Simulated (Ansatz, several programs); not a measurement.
Antiperovskite Li3FS, relaxed with r2SCAN in Ansatz (plane waves, PAW): space group Pm-3m (No. 221), cubic; a = 4.481 Å in the conventional setting, 18.00 Å³ an atom. F has 12 Li at 3.17 Å; S has 6 Li at 2.24 Å; Li has 2 S at 2.24 Å and 4 F at 3.17 Å. The cell was then scaled with its shape and fractional coordinates held. These are computed values for a spin-unpolarised cell that may be hypothetical; none is a measurement.

```csv
V (Å³/atom),E (meV/atom)
16.917,6.64
17.996,0.00
18.536,1.41
19.076,5.41
```

(1) Pass a cubic E = c₀ + c₁u + c₂u² + c₃u³, with u = V − 18.131 Å³, through these points.

(2) Where is the minimum, and what bulk modulus follows?

(3) Predict the energy and the pressure at the withheld volume, 17.456 Å³.

Answers

(1) c₀ = 0.09, c₁ = +1.322, c₂ = 4.988, c₃ = -0.4506 (meV and Å³).

(2) dE/du = 0 at u = -0.130, so V₀ = 18.00 Å³. B = V₀ d²E/dV² = 18.00 × (2c₂ + 6c₃u) = 18.00 × 10.329 = 186 meV/Å³, and 1 meV/Å³ is 0.16022 GPa: 30 GPa. A third-order Birch-Murnaghan fit to all five points gives 18.00 Å³ and 30 GPa.

(3) With u = -0.675: E ≈ 1.61 meV and P = −dE/dV ≈ +0.97 GPa. The run gives 1.58 meV and, from its stress, +0.96 GPa.
